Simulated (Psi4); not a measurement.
**MP2/aug-cc-pVDZ run of AlH2SeF (SMILES [F][AlH][SeH])**

Aim: the vertical electron affinity of AlH2SeF at MP2/aug-cc-pVDZ, from 2 runs. 

The results are computed with Psi4 1.11.

2 further runs of the same task are left out: 2 set aside as unsound or not needed.

### Step 1. The system as given

AlH2SeF has 5 atoms, charge 0, and is taken as a singlet. As SMILES, `[F][AlH][SeH]`. Geometry: relaxed at PBE0-D4/def2-TZVP. This is one conformer, not always the lowest.

Bond lengths: F1–Al2 1.647 Å, Al2–Se3 2.302 Å, Al2–H4 1.570 Å, Se3–H5 1.470 Å. Angles: F1–Al2–Se3 115.9°, F1–Al2–H4 119.6°, Se3–Al2–H4 124.5°, Al2–Se3–H5 90.0°.

### Step 2. A single-point energy at MP2/aug-cc-pVDZ

File calc.py:

```python
import psi4

psi4.set_memory('1600 MB')
psi4.set_num_threads(1)
psi4.core.set_output_file('alfh2se.out', False)

molecule = psi4.geometry("""
0 1
F
Al 1 1.646529
Se 2 2.30196 1 115.90324
H 2 1.570145 1 119.62735 3 179.99235
H 3 1.470382 2 89.9502 4 0.02103
symmetry c1
no_reorient
no_com
""")

psi4.set_options({
    'basis': 'aug-cc-pVDZ',
    'reference': 'rhf',
    'puream': True,
    'e_convergence': 1e-09,
    'd_convergence': 1e-08,
    'scf_type': 'pk',
    'num_frozen_docc': 15,
    'mp2_type': 'conv',
})

e = psi4.energy('mp2')
print('E =', round(e, 9))
```

Started as:

```bash
$ python calc.py
```

alfh2se.out:

```text
[...]
  Running in c1 symmetry.
[...]
  Nuclear repulsion =  214.703458572325303
[...]
  Multiplicity = 1
[...]
  Nalpha       = 29
  Nbeta        = 29
[...]
    Number of basis functions: 104
[...]
   @RHF iter   1: -2742.09849708104639   -3.28212e+00   9.20440e-03 ADIIS/DIIS
[...]
   @RHF iter  11: -2742.46925199992120   -4.45652e-11   9.18315e-09 DIIS
[...]
    Orbital Energies [Eh]
    ---------------------
    Doubly Occupied:
       1A   -460.888319     2A    -60.686718     3A    -58.533765
       4A    -54.289149     5A    -54.288609     6A    -54.288325
       7A    -26.273572     8A     -8.928253     9A     -6.662555
      10A     -6.659366    11A     -6.656069    12A     -4.944776
      13A     -3.260268    14A     -3.259147    15A     -3.257682
      16A     -2.646082    17A     -2.643780    18A     -2.640250
      19A     -2.636379    20A     -2.636311    21A     -1.551905
      22A     -0.922083    23A     -0.687022    24A     -0.633348
      25A     -0.628544    26A     -0.527039    27A     -0.518150
      28A     -0.421353    29A     -0.372302
[...]
  @RHF Final Energy: -2742.46925199992120
   => Energetics <=
    Nuclear Repulsion Energy =            214.7034585723253031
    One-Electron Energy =               -4249.6631792083662731
    Two-Electron Energy =                1292.4904686361194308
    Total Energy =                      -2742.4692519999216529
[...]
 Multipole Moments:
 ------------------------------------------------------------------------------------
     Multipole            Electronic (a.u.)      Nuclear  (a.u.)        Total (a.u.)
 ------------------------------------------------------------------------------------
 L = 1.  Multiply by 2.5417464519 to convert [e a0] to [Debye]
 Dipole X            :          0.0000085           -0.0001544           -0.0001459
 Dipole Y            :         -8.3967940            8.6897076            0.2929136
 Dipole Z            :          2.9546579           -2.2653431            0.6893148
 Magnitude           :                                                    0.7489681
[...]
	SCS-MP2 Total Energy (a.u.)        : -2742.87451993620971
	SOS-MP2 Total Energy (a.u.)        : -2742.83879472257422
	SCSN-MP2 Total Energy (a.u.)       : -2742.65788112791734
[...]
	SOS-PI-MP2 Total Energy (a.u.)     : -2742.90038517634957
[...]
	MP2 Total Energy (a.u.)            : -2742.88437990970533
[...]
```

The script printed:

```text
E = -2742.88437991
```

Run time: 23 s. Hardware: 1 thread of Intel Xeon 6975P-C (Granite Rapids), shared host; peak memory 0.69 GiB.

### Step 3. The doublet anion, same level

File calc.dat:

```
memory 1600 MB

molecule system {
  -1 2
  F
  Al 1 R2
  Se 2 R3 1 A3
  H 2 R4 1 A4 3 D4
  H 3 R5 2 A5 4 D5

  R2 = 1.646529
  R3 = 2.30196
  A3 = 115.90324
  R4 = 1.570145
  A4 = 119.62735
  D4 = 179.99235
  R5 = 1.470382
  A5 = 89.9502
  D5 = 0.02103
  symmetry c1
}

set {
  basis           aug-cc-pVDZ
  reference       uhf
  puream          true
  e_convergence   1e-09
  d_convergence   1e-08
  scf_type        pk
  num_frozen_docc 15
  mp2_type        conv
  maxiter         200
}

E, wfn = energy("mp2", return_wfn=True)
```

Started as:

```bash
$ psi4 calc.dat calc.out -n 1
```

calc.out:

```text
[...]
  Running in c1 symmetry.
[...]
  Nuclear repulsion =  214.703458572325303
[...]
  Multiplicity = 2
[...]
  Nalpha       = 30
  Nbeta        = 29
[...]
    Number of basis functions: 104
[...]
   @UHF iter   1: -2742.04205522647908   -3.22568e+00   9.30538e-03 ADIIS/DIIS
[...]
   @UHF iter  24: -2742.44385889871955    5.68434e-11   6.98295e-09 DIIS
[...]
   @S^2 Observed:                7.528611753E-01
[...]
    Orbital Energies [Eh]
    ---------------------
    Alpha Occupied:
       1A   -460.755396     2A    -60.554048     3A    -58.385011
       4A    -54.156550     5A    -54.155892     6A    -54.155765
       7A    -26.134016     8A     -8.795888     9A     -6.530564
      10A     -6.526978    11A     -6.523845    12A     -4.796396
      13A     -3.112530    14A     -3.110968    15A     -3.109425
      16A     -2.514153    17A     -2.511736    18A     -2.508026
      19A     -2.503766    20A     -2.503633    21A     -1.414799
      22A     -0.792474    23A     -0.549830    24A     -0.495916
      25A     -0.495771    26A     -0.396989    27A     -0.377846
      28A     -0.285935    29A     -0.247547    30A      0.022452
    Alpha Virtual:
[...]
  @UHF Final Energy: -2742.44385889871955
   => Energetics <=
    Nuclear Repulsion Energy =            214.7034585723253031
    One-Electron Energy =               -4257.5444773188328327
    Two-Electron Energy =                1300.3971598477876341
    Total Energy =                      -2742.4438588987195544
  UHF NO Occupations:
  HONO-2 :   28  A 1.9998634
  HONO-1 :   29  A 1.9987665
[...]
 Multipole Moments:
 ------------------------------------------------------------------------------------
     Multipole            Electronic (a.u.)      Nuclear  (a.u.)        Total (a.u.)
 ------------------------------------------------------------------------------------
 L = 1.  Multiply by 2.5417464519 to convert [e a0] to [Debye]
 Dipole X            :         -0.0284952           -0.0001544           -0.0286496
 Dipole Y            :        -11.4656964            8.6897076           -2.7759888
 Dipole Z            :          3.5367832           -2.2653431            1.2714401
 Magnitude           :                                                    3.0534398
[...]
	SCS-MP2 Total Energy (a.u.)        : -2742.85517686746925
	SOS-MP2 Total Energy (a.u.)        : -2742.81812478847814
	SCSN-MP2 Total Energy (a.u.)       : -2742.63949387579123
[...]
	SOS-PI-MP2 Total Energy (a.u.)     : -2742.88050243677117
[...]
	MP2 Total Energy (a.u.)            : -2742.86690337715754
[...]
```

It took 25 s on 1 thread of Intel Xeon 6975P-C (Granite Rapids), shared host; peak memory 0.69 GiB.

### Step 4. What came out

Level: MP2/aug-cc-pVDZ, 15 core orbitals frozen.

| quantity | value |
| --- | --- |
| singlet AlH2SeF: total energy | -2742.88438 Eh |
| singlet AlH2SeF: HOMO energy (Hartree–Fock orbitals) | -10.13 eV |
| singlet AlH2SeF: LUMO energy (Hartree–Fock orbitals) | 0.75 eV |
| singlet AlH2SeF: HOMO–LUMO gap (Hartree–Fock orbitals) | 10.88 eV |
| singlet AlH2SeF: correlation energy (15 core orbitals frozen) | -415.1 mEh |
| doublet anion: total energy | -2742.86690 Eh |
| doublet anion: HOMO energy (Hartree–Fock orbitals) (highest over α and β) | 0.61 eV |
| doublet anion: LUMO energy (Hartree–Fock orbitals) (lowest over α and β) | 3.11 eV |
| doublet anion: correlation energy (15 core orbitals frozen) | -423.0 mEh |
| doublet anion: ⟨S²⟩ of the reference determinant | 0.753 |
| vertical electron affinity (to the doublet anion) | -0.476 eV |

In words: The anion lies 0.48 eV (11.0 kcal/mol) above the neutral: the electron isn't bound at this level, and such a value depends on the basis. The HOMO (doublet anion) lies at positive energy, 0.61 eV: the electron is unbound at this level or held by a compact basis; values depend on the basis.
